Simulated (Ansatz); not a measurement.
# C₃H₄FSi radical: a spread of methods and bases

How do the results and run time of C₃H₄FSi radical respond when the settings are drawn wide?

The runs use Ansatz 0.2.0, Gaussian basis; the settings change from run to run.

## (1) The geometry

The structure was relaxed beforehand with PBE0-D4 in a triple-zeta def2 set.

SMILES `[C]#C[SiH](C)F`, 9 atoms, charge 0, spin multiplicity 2.

Atoms are counted from 1 here; the program's logs count them from 0.

Bond lengths: C1–C2 1.213 Å, C2–Si3 1.829 Å, Si3–C4 1.847 Å, Si3–F5 1.597 Å, Si3–H6 1.480 Å, C4–H7 1.093 Å, C4–H8 1.093 Å, C4–H9 1.092 Å. Angles: C1–C2–Si3 177.4°, C2–Si3–C4 110.4°, C2–Si3–F5 107.6°, C2–Si3–H6 108.3°, C4–Si3–F5 109.7°, C4–Si3–H6 113.1°, F5–Si3–H6 107.5°, Si3–C4–H7 110.6°, Si3–C4–H8 110.1°, Si3–C4–H9 110.7°, H7–C4–H8 108.4°, H7–C4–H9 108.6°, H8–C4–H9 108.3°.

## (2) r2SCANh/x2c-TZVPPall

Options: D3(BJ) dispersion, high accuracy.

Input file in.yaml:

```yaml
crystal:
  periodic: [false, false, false]
  atoms:
    - {symbol: C, position_ang: [-2.801450, -0.356547, 1.020232]}
    - {symbol: C, position_ang: [-1.767924, 0.083217, 0.563407]}
    - {symbol: Si, position_ang: [-0.168058, 0.698949, -0.072855]}
    - {symbol: C, position_ang: [1.053072, -0.681646, -0.186076]}
    - {symbol: F, position_ang: [-0.427654, 1.309011, -1.525944]}
    - {symbol: H, position_ang: [0.283694, 1.805001, 0.800387]}
    - {symbol: H, position_ang: [2.005373, -0.321793, -0.582668]}
    - {symbol: H, position_ang: [1.230918, -1.107738, 0.804457]}
    - {symbol: H, position_ang: [0.680630, -1.474554, -0.838039]}
basis:
  gaussian: {orbitals: x2c-TZVPPall}
magnetization: {spin_polarized: true, initial_magnetization: 1}
hamiltonian: {xc: {name: r2SCANh}, dispersion: d3bj}
accuracy: high
```

The run is started by

```console
$ ansatz run in.yaml --threads 4 --pin off --events-out ev --progress --plain --max-ram 10444MiB
```

Log:

```text
Warning: the engine holds no damping parameters fitted to this dispersion correction and functional, so the run takes those fitted to r2scanh beside the three-body term, which d3bj leaves out (hamiltonian.dispersion, under Limitations)
Functional definition: r2SCANh
  name "r2SCANh"
  cite "Bursch, Neugebauer, Ehlert & Grimme, J. Chem. Phys. 156, 134105 (2022) doi:10.1063/5.0086040"
  cite "Furness, Kaplan, Ning, Perdew & Sun, J. Phys. Chem. Lett. 11, 8208 (2020) doi:10.1021/acs.jpclett.0c02405"
  cite "Furness, Kaplan, Ning, Perdew & Sun, J. Phys. Chem. Lett. 11, 9248 (2020) doi:10.1021/acs.jpclett.0c03077"
  parent r2scan
  parameter a = 0.1
  parameter k0 = 0.174
  parameter k1 = 0.065
  parameter a1 = 4.9479
  exchange = (1 - a)*r2scan_x(k0 = k0, k1 = k1, a1 = a1) + a*exact_x
  correlation = r2scan_c
3767 factors; integrals over basis functions are off by at most 3.8e-8 eV
mean field evaluation 1: about -13776.4192 eV, gradient 5.0e1 eV
mean field evaluation 2: about -13768.4776 eV, gradient 6.2e1 eV
mean field evaluation 4: about -13786.5856 eV, gradient 4.7e0 eV
mean field evaluation 8: about -13786.7682 eV, gradient 7.2e-1 eV
mean field evaluation 16: about -13786.7792 eV, gradient 1.5e-2 eV
mean field evaluation 32: about -13786.7792 eV, gradient 1.5e-5 eV
mean field -13786.77917282 eV, -506.6547895867 hartree, gradient 7.6e-8 eV, S^2 0.804033; 4 other end points of the search recorded, 0 dependent functions left out
reference -13786.77917546 eV, -506.6547896837 hartree; 23, 22 occupied and 199, 200 virtual orbitals, 3767 factors
Total energy: -13786.83561050 eV, -506.6568636331 hartree
Relativity: scalar
```

It took 15 s on 4 threads of INTEL XEON PLATINUM 8581C at 2.30GHz, shared host; peak memory 1.7 GiB.

⟨S²⟩ 0.804.

## (3) PBE-QIDH/aug-cc-pVDZ

This run has relativity set to scalar.

Changes to in.yaml since step 2:

```diff
@@ -13,5 +13,5 @@
 basis:
-  gaussian: {orbitals: x2c-TZVPPall}
+  gaussian: {orbitals: aug-cc-pVDZ}
 magnetization: {spin_polarized: true, initial_magnetization: 1}
-hamiltonian: {xc: {name: r2SCANh}, dispersion: d3bj}
-accuracy: high
+hamiltonian: {xc: {name: PBE-QIDH}, pseudopotentials: {relativity: scalar}}
+output: {forces: true}
```

The command is unchanged.

Log (excerpt; [...] marks lines left out):

```text
Functional definition: PBE-QIDH
  name "PBE-QIDH"
  cite "Brémond, Sancho-García, Pérez-Jiménez & Adamo, J. Chem. Phys. 141, 031101 (2014) doi:10.1063/1.4890314"
  cite "Perdew, Burke & Ernzerhof, Phys. Rev. Lett. 77, 3865 (1996) doi:10.1103/PhysRevLett.77.3865"
[...]
1543 factors; integrals over basis functions are off by at most 8.6e-4 eV
[...]
mean field -13765.20562085 eV, -505.8619761746 hartree, gradient 4.1e-6 eV, S^2 0.890802; 0 other end points of the search recorded, 0 dependent functions left out
9 core orbitals not correlated: weight in the atoms' cores, before any rotation towards them, 1.000 or more for the frozen orbitals, at most 0.000 for the correlated occupied ones
reference -13765.20564392 eV, -505.8619770226 hartree; 14, 13 occupied and 132, 133 virtual orbitals, 1543 factors
second order -20.68755700 eV of doubles, -0.00000000 eV of singles
[...]
Total energy: -13772.10149625 eV, -506.1153949217 hartree
Relativity: scalar
Atom 0 at    -2.801450    -0.356547     1.020232 Å, force    -0.629552    -0.262705     0.277769 eV/Å
Atom 1 at    -1.767924     0.083217     0.563407 Å, force     0.332340     0.152823    -0.181906 eV/Å
Atom 2 at    -0.168058     0.698949    -0.072855 Å, force     0.405250    -0.307577     1.132454 eV/Å
Atom 3 at     1.053072    -0.681646    -0.186076 Å, force     0.056345    -0.046737    -0.020892 eV/Å
Atom 4 at    -0.427654     1.309011    -1.525944 Å, force    -0.227841     0.498383    -1.217969 eV/Å
Atom 5 at     0.283694     1.805001     0.800387 Å, force     0.011046     0.040771     0.016887 eV/Å
Atom 6 at     2.005373    -0.321793    -0.582668 Å, force     0.086937     0.038763    -0.038791 eV/Å
Atom 7 at     1.230918    -1.107738     0.804457 Å, force     0.009539    -0.039841     0.098729 eV/Å
Atom 8 at     0.680630    -1.474554    -0.838039 Å, force    -0.044065    -0.073880    -0.066282 eV/Å
Dipole moment:     0.259818    -0.209554     0.201990 e Å
```

Run time: 8 s. Hardware: 4 threads of INTEL XEON PLATINUM 8581C at 2.30GHz, shared host; peak memory 0.94 GiB.

Largest force 1.336 eV/Å, dipole 1.87 D, ⟨S²⟩ 0.891. The spin excess of 0.14 shows a contaminated determinant.

## (4) SPW92/ANO-RCC-VTZP

Changes to in.yaml since step 3:

```diff
@@ -13,5 +13,5 @@
 basis:
-  gaussian: {orbitals: aug-cc-pVDZ}
+  gaussian: {orbitals: ANO-RCC-VTZP}
 magnetization: {spin_polarized: true, initial_magnetization: 1}
-hamiltonian: {xc: {name: PBE-QIDH}, pseudopotentials: {relativity: scalar}}
+hamiltonian: {xc: {name: SPW92}}
 output: {forces: true}
```

Same command.

Log (excerpt; [...] marks lines left out):

```text
Functional definition: SPW92
  name "SPW92"
  cite "Dirac, Proc. Camb. Phil. Soc. 26, 376 (1930) doi:10.1017/S0305004100016108"
  cite "Slater, Phys. Rev. 81, 385 (1951) doi:10.1103/PhysRev.81.385"
  cite "Perdew & Wang, Phys. Rev. B 45, 13244 (1992) doi:10.1103/PhysRevB.45.13244"
[...]
1411 factors; their error is unknown
[...]
mean field -13711.79492819 eV, -503.8991694224 hartree, gradient 2.0e-5 eV, S^2 0.767470; 7 other end points of the search recorded, 0 dependent functions left out
[...]
reference -13711.79498793 eV, -503.8991716181 hartree; 23, 22 occupied and 187, 188 virtual orbitals, 1411 factors
Total energy: -13711.79498793 eV, -503.8991716181 hartree
Relativity: scalar
Atom 0 at    -2.801450    -0.356547     1.020232 Å, force    -0.546259    -0.239597     0.239069 eV/Å
Atom 1 at    -1.767924     0.083217     0.563407 Å, force     0.742423     0.319756    -0.326158 eV/Å
Atom 2 at    -0.168058     0.698949    -0.072855 Å, force    -0.016079    -0.461233     0.176571 eV/Å
Atom 3 at     1.053072    -0.681646    -0.186076 Å, force    -0.311814     0.316593     0.000023 eV/Å
Atom 4 at    -0.427654     1.309011    -1.525944 Å, force    -0.038791     0.069454    -0.184112 eV/Å
Atom 5 at     0.283694     1.805001     0.800387 Å, force     0.032656     0.156017     0.103267 eV/Å
Atom 6 at     2.005373    -0.321793    -0.582668 Å, force     0.220626     0.115697    -0.098420 eV/Å
Atom 7 at     1.230918    -1.107738     0.804457 Å, force     0.023460    -0.089785     0.246867 eV/Å
Atom 8 at     0.680630    -1.474554    -0.838039 Å, force    -0.106223    -0.186902    -0.157106 eV/Å
Dipole moment:     0.326380    -0.193862     0.164395 e Å
```

Wall time 4 s (4 threads of INTEL XEON PLATINUM 8581C at 2.30GHz, shared host); peak memory 0.54 GiB.

Largest force 0.872 eV/Å, dipole 1.99 D, ⟨S²⟩ 0.767.

## (5) SPW92/6-31G

This run has coordinates scaled by 0.96, a grid of angular degree 47, high accuracy, the search for lower states set to full.

Input file in.yaml:

```yaml
crystal:
  periodic: [false, false, false]
  atoms:
    - {symbol: C, position_ang: [-2.689392, -0.342285, 0.979422]}
    - {symbol: C, position_ang: [-1.697207, 0.079888, 0.540871]}
    - {symbol: Si, position_ang: [-0.161335, 0.670991, -0.069940]}
    - {symbol: C, position_ang: [1.010949, -0.654380, -0.178633]}
    - {symbol: F, position_ang: [-0.410548, 1.256651, -1.464906]}
    - {symbol: H, position_ang: [0.272347, 1.732801, 0.768371]}
    - {symbol: H, position_ang: [1.925158, -0.308921, -0.559362]}
    - {symbol: H, position_ang: [1.181681, -1.063428, 0.772278]}
    - {symbol: H, position_ang: [0.653404, -1.415572, -0.804518]}
basis:
  gaussian: {orbitals: 6-31G, final_grid: {core_spheres: 20, valence_spheres: 16, degree: 47}}
magnetization: {spin_polarized: true, initial_magnetization: 1}
hamiltonian: {xc: {name: SPW92}}
accuracy: high
scf: {lower_state_search: full}
```

Same command.

Log (excerpt; [...] marks lines left out):

```text
Functional definition: SPW92
  name "SPW92"
  cite "Dirac, Proc. Camb. Phil. Soc. 26, 376 (1930) doi:10.1017/S0305004100016108"
  cite "Slater, Phys. Rev. 81, 385 (1951) doi:10.1103/PhysRev.81.385"
  cite "Perdew & Wang, Phys. Rev. B 45, 13244 (1992) doi:10.1103/PhysRevB.45.13244"
[...]
1430 factors; integrals over basis functions are off by at most 3.6e-9 eV
[...]
mean field -13684.28342588 eV, -502.8881403608 hartree, gradient 5.2e-8 eV, S^2 0.765660; 9 other end points of the search recorded, 0 dependent functions left out
reference -13684.28342917 eV, -502.8881404816 hartree; 23, 22 occupied and 34, 35 virtual orbitals, 1430 factors
Total energy: -13684.28342917 eV, -502.8881404816 hartree
```

It took 1.4 s on 4 threads of INTEL XEON PLATINUM 8581C at 2.30GHz, shared host.

⟨S²⟩ 0.766.

## (6) HSE06/def2-TZVPP

Input file in.yaml:

```yaml
crystal:
  periodic: [false, false, false]
  atoms:
    - {symbol: C, position_ang: [-2.801450, -0.356547, 1.020232]}
    - {symbol: C, position_ang: [-1.767924, 0.083217, 0.563407]}
    - {symbol: Si, position_ang: [-0.168058, 0.698949, -0.072855]}
    - {symbol: C, position_ang: [1.053072, -0.681646, -0.186076]}
    - {symbol: F, position_ang: [-0.427654, 1.309011, -1.525944]}
    - {symbol: H, position_ang: [0.283694, 1.805001, 0.800387]}
    - {symbol: H, position_ang: [2.005373, -0.321793, -0.582668]}
    - {symbol: H, position_ang: [1.230918, -1.107738, 0.804457]}
    - {symbol: H, position_ang: [0.680630, -1.474554, -0.838039]}
basis:
  gaussian: {orbitals: def2-TZVPP}
magnetization: {spin_polarized: true, initial_magnetization: 1}
hamiltonian: {xc: {name: HSE06}}
output: {forces: true}
```

Launched as before.

Log:

```text
Functional definition: HSE06
  name "HSE06"
  cite "Heyd, Scuseria & Ernzerhof, J. Chem. Phys. 118, 8207 (2003) doi:10.1063/1.1564060"
  cite "Krukau, Vydrov, Izmaylov & Scuseria, J. Chem. Phys. 125, 224106 (2006) doi:10.1063/1.2404663"
  cite "Heyd & Scuseria, J. Chem. Phys. 120, 7274 (2004) doi:10.1063/1.1668634"
  cite "Ernzerhof & Perdew, J. Chem. Phys. 109, 3313 (1998) doi:10.1063/1.476928"
  cite "Perdew, Burke & Ernzerhof, Phys. Rev. Lett. 77, 3865 (1996) doi:10.1103/PhysRevLett.77.3865"
  parent pbe
  parameter a = 0.25
  parameter omega = 0.11/bohr
  # The whole range is PBE's own exchange, as in plane waves. The composition of these papers is wPBEh.
  exchange = pbe_x - a*pbe_x_sr(omega) + a*exact_x_sr(omega)
  correlation = pbe_c
1223 factors; their error is unknown
101 factors; integrals over basis functions are off by at most 3.9e-7 eV
mean field evaluation 1: about -13750.1331 eV, gradient 4.9e1 eV
mean field evaluation 2: about -13741.2112 eV, gradient 6.2e1 eV
mean field evaluation 4: about -13760.1100 eV, gradient 4.5e0 eV
mean field evaluation 8: about -13760.2104 eV, gradient 1.8e-1 eV
mean field evaluation 16: about -13760.2426 eV, gradient 5.9e-3 eV
mean field evaluation 32: about -13760.2426 eV, gradient 3.8e-5 eV
mean field -13760.24257938 eV, -505.6795877647 hartree, gradient 1.7e-5 eV, S^2 0.786347; 4 other end points of the search recorded, 0 dependent functions left out
the calculation of the forces begins
reference -13760.24261931 eV, -505.6795892322 hartree; 23, 22 occupied and 199, 200 virtual orbitals, 1223 factors
Total energy: -13760.24261931 eV, -505.6795892322 hartree
Atom 0 at    -2.801450    -0.356547     1.020232 Å, force    -0.046409    -0.016696     0.020088 eV/Å
Atom 1 at    -1.767924     0.083217     0.563407 Å, force     0.028423     0.015429    -0.009606 eV/Å
Atom 2 at    -0.168058     0.698949    -0.072855 Å, force     0.002346     0.010213     0.000161 eV/Å
Atom 3 at     1.053072    -0.681646    -0.186076 Å, force     0.019722    -0.018336     0.003659 eV/Å
Atom 4 at    -0.427654     1.309011    -1.525944 Å, force    -0.000211     0.008205    -0.009340 eV/Å
Atom 5 at     0.283694     1.805001     0.800387 Å, force    -0.002524    -0.004758    -0.002869 eV/Å
Atom 6 at     2.005373    -0.321793    -0.582668 Å, force    -0.015171    -0.008869     0.007152 eV/Å
Atom 7 at     1.230918    -1.107738     0.804457 Å, force     0.002364     0.003145    -0.020895 eV/Å
Atom 8 at     0.680630    -1.474554    -0.838039 Å, force     0.011460     0.011668     0.011651 eV/Å
Dipole moment:     0.265266    -0.204731     0.178525 e Å
```

Run time: 5.5 s. Hardware: 4 threads of INTEL XEON PLATINUM 8581C at 2.30GHz, shared host; peak memory 0.72 GiB.

Largest force 0.053 eV/Å, dipole 1.82 D, ⟨S²⟩ 0.786.

## (7) PBE0/aug-pcseg-2

Set apart from the defaults: charge +1, multiplicity 1, unrestricted orbitals, D3(BJ) dispersion.

Changes to in.yaml since step 6:

```diff
@@ -13,5 +13,6 @@
 basis:
-  gaussian: {orbitals: def2-TZVPP}
-magnetization: {spin_polarized: true, initial_magnetization: 1}
-hamiltonian: {xc: {name: HSE06}}
+  gaussian: {orbitals: aug-pcseg-2}
+total_charge: 1
+magnetization: {spin_polarized: true, initial_magnetization: 0}
+hamiltonian: {xc: {name: PBE0}, dispersion: d3bj}
 output: {forces: true}
```

The command is unchanged.

Log (excerpt; [...] marks lines left out):

```text
Functional definition: PBE0
  name "PBE0"
  cite "Adamo & Barone, J. Chem. Phys. 110, 6158 (1999) doi:10.1063/1.478522"
  cite "Perdew, Burke & Ernzerhof, Phys. Rev. Lett. 77, 3865 (1996) doi:10.1103/PhysRevLett.77.3865"
  parent pbe
[...]
1389 factors; their error is unknown
[...]
mean field -13749.84845197 eV, -505.2976106278 hartree, gradient 1.0e-5 eV, S^2 1.020982; 8 other end points of the search recorded, 0 dependent functions left out
[...]
reference -13749.84849214 eV, -505.2976121041 hartree; 22, 22 occupied and 304, 304 virtual orbitals, 1389 factors
Total energy: -13750.01544141 eV, -505.3037473767 hartree
Atom 0 at    -2.801450    -0.356547     1.020232 Å, force    -1.971814    -0.817847     0.881999 eV/Å
Atom 1 at    -1.767924     0.083217     0.563407 Å, force     2.082428     0.789773    -0.775475 eV/Å
Atom 2 at    -0.168058     0.698949    -0.072855 Å, force    -0.791244     0.868441    -1.758426 eV/Å
Atom 3 at     1.053072    -0.681646    -0.186076 Å, force     1.053163    -1.371071     0.293689 eV/Å
Atom 4 at    -0.427654     1.309011    -1.525944 Å, force     0.132851    -0.424950     0.951887 eV/Å
Atom 5 at     0.283694     1.805001     0.800387 Å, force     0.142763     0.147455     0.436237 eV/Å
Atom 6 at     2.005373    -0.321793    -0.582668 Å, force    -0.153232     0.452541    -0.033799 eV/Å
Atom 7 at     1.230918    -1.107738     0.804457 Å, force    -0.131975     0.162497     0.119205 eV/Å
Atom 8 at     0.680630    -1.474554    -0.838039 Å, force    -0.362941     0.193159    -0.115317 eV/Å
Dipole moment:    -0.068649    -0.450312     0.675575 e Å
```

Wall time 26 s (4 threads of INTEL XEON PLATINUM 8581C at 2.30GHz, shared host); peak memory 1.7 GiB.

Largest force 2.358 eV/Å, ⟨S²⟩ 1.021. The spin excess of 1.02 shows a contaminated determinant.

## (8) B3LYP/aug-cc-pVTZ

This run has restricted open-shell orbitals, finite nuclei.

Changes to in.yaml since step 7:

```diff
@@ -13,6 +13,4 @@
 basis:
-  gaussian: {orbitals: aug-pcseg-2}
-total_charge: 1
-magnetization: {spin_polarized: true, initial_magnetization: 0}
-hamiltonian: {xc: {name: PBE0}, dispersion: d3bj}
-output: {forces: true}
+  gaussian: {orbitals: aug-cc-pVTZ, nuclear_model: gaussian}
+magnetization: {spin_polarized: false, initial_magnetization: 1}
+hamiltonian: {xc: {name: B3LYP}}
```

The command is unchanged.

Log (excerpt; [...] marks lines left out):

```text
Functional definition: B3LYP
  name "B3LYP"
  cite "Stephens, Devlin, Chabalowski & Frisch, J. Phys. Chem. 98, 11623 (1994) doi:10.1021/j100096a001"
  cite "Becke, Phys. Rev. A 38, 3098 (1988) doi:10.1103/PhysRevA.38.3098"
  cite "Lee, Yang & Parr, Phys. Rev. B 37, 785 (1988) doi:10.1103/PhysRevB.37.785"
  cite "Vosko, Wilk & Nusair, Can. J. Phys. 58, 1200 (1980) doi:10.1139/p80-159"
[...]
1399 factors; their error is unknown
[...]
mean field -13771.10311297 eV, -506.0787050128 hartree, gradient 1.0e-5 eV, S^2 0.750000; 6 other end points of the search recorded, 0 dependent functions left out
reference -13771.10344155 eV, -506.0787170879 hartree; 23, 22 occupied and 303, 304 virtual orbitals, 1399 factors
Total energy: -13771.10344155 eV, -506.0787170879 hartree
```

It took 18 s on 4 threads of INTEL XEON PLATINUM 8581C at 2.30GHz, shared host; peak memory 1.7 GiB.

## (9) PBE/STO-3G

This run has restricted open-shell orbitals, coordinates scaled by 1.12, density fitting with def2-universal-jkfit, D3(BJ) dispersion, high accuracy.

Input file in.yaml:

```yaml
crystal:
  periodic: [false, false, false]
  atoms:
    - {symbol: C, position_ang: [-3.137624, -0.399333, 1.142659]}
    - {symbol: C, position_ang: [-1.980074, 0.093203, 0.631016]}
    - {symbol: Si, position_ang: [-0.188224, 0.782823, -0.081597]}
    - {symbol: C, position_ang: [1.179440, -0.763444, -0.208405]}
    - {symbol: F, position_ang: [-0.478972, 1.466093, -1.709057]}
    - {symbol: H, position_ang: [0.317738, 2.021601, 0.896433]}
    - {symbol: H, position_ang: [2.246018, -0.360408, -0.652588]}
    - {symbol: H, position_ang: [1.378628, -1.240666, 0.900991]}
    - {symbol: H, position_ang: [0.762305, -1.651500, -0.938604]}
basis:
  gaussian: {orbitals: STO-3G, fitting: {mean_field: def2-universal-jkfit}}
magnetization: {spin_polarized: false, initial_magnetization: 1}
hamiltonian: {xc: {name: PBE}, dispersion: d3bj}
accuracy: high
```

The command is unchanged.

Log (excerpt; [...] marks lines left out):

```text
Functional definition: PBE
  name "PBE"
  cite "Perdew, Burke & Ernzerhof, Phys. Rev. Lett. 77, 3865 (1996) doi:10.1103/PhysRevLett.77.3865"
  parent pbe
[...]
502 factors; integrals over basis functions are off by at most 7.5e-3 eV
[...]
mean field -13583.46632439 eV, -499.1831802171 hartree, gradient 1.9e-8 eV, S^2 0.750000; 12 other end points of the search recorded, 0 dependent functions left out
reference -13583.46632669 eV, -499.1831803018 hartree; 23, 22 occupied and 10, 11 virtual orbitals, 502 factors
Total energy: -13583.63776126 eV, -499.1894804058 hartree
```

It took 2.9 s on 4 threads of INTEL XEON PLATINUM 8581C at 2.30GHz, shared host.

## (10) All runs side by side

| level | charge | multiplicity | geometry | functions | energy (eV) | time |
| --- | --- | --- | --- | --- | --- | --- |
| r2SCANh/x2c-TZVPPall | 0 | 2 | relaxed | 222 | -13786.836 | 15 s |
| PBE-QIDH/aug-cc-pVDZ | 0 | 2 | relaxed | 155 | -13772.101 | 8 s |
| SPW92/ANO-RCC-VTZP | 0 | 2 | relaxed | 210 | -13711.795 | 4 s |
| SPW92/6-31G | 0 | 2 | scaled | 57 | -13684.283 | 1.4 s |
| HSE06/def2-TZVPP | 0 | 2 | relaxed | 222 | -13760.243 | 5.5 s |
| PBE0/aug-pcseg-2 | 1 | 1 | relaxed | 326 | -13750.015 | 26 s |
| B3LYP/aug-cc-pVTZ | 0 | 2 | relaxed | 326 | -13771.103 | 18 s |
| PBE/STO-3G | 0 | 2 | scaled | 33 | -13583.638 | 2.9 s |

## (11) Outcome

| quantity | value |
| --- | --- |
| runs | 8 |
| quickest | SPW92/6-31G, 1.4 s |
| slowest | PBE0/aug-pcseg-2, 26 s |
| spread of total energies, same state and geometry | 75.0 eV |
| dipole, same state and geometry | 1.82 to 1.99 D |

Run time spans a factor of 19, from SPW92/6-31G to PBE0/aug-pcseg-2. The jobs differ in tasks and options as well as level. Total energies at one charge and spin differ by 75 eV between levels, so only differences within one level mean anything. Some of these runs are scalar-relativistic and others not, which shifts the totals of all-electron atoms past neon by eV; core potentials, where a basis has them, take the core out of the total altogether. At the PBE0-D4/def2-TZVP geometry and in the same state, runs without warnings or point charges leave forces up to 1.34 eV/Å (PBE-QIDH/aug-cc-pVDZ). At that geometry and state the dipole changes by 9 % between the lowest and highest value.
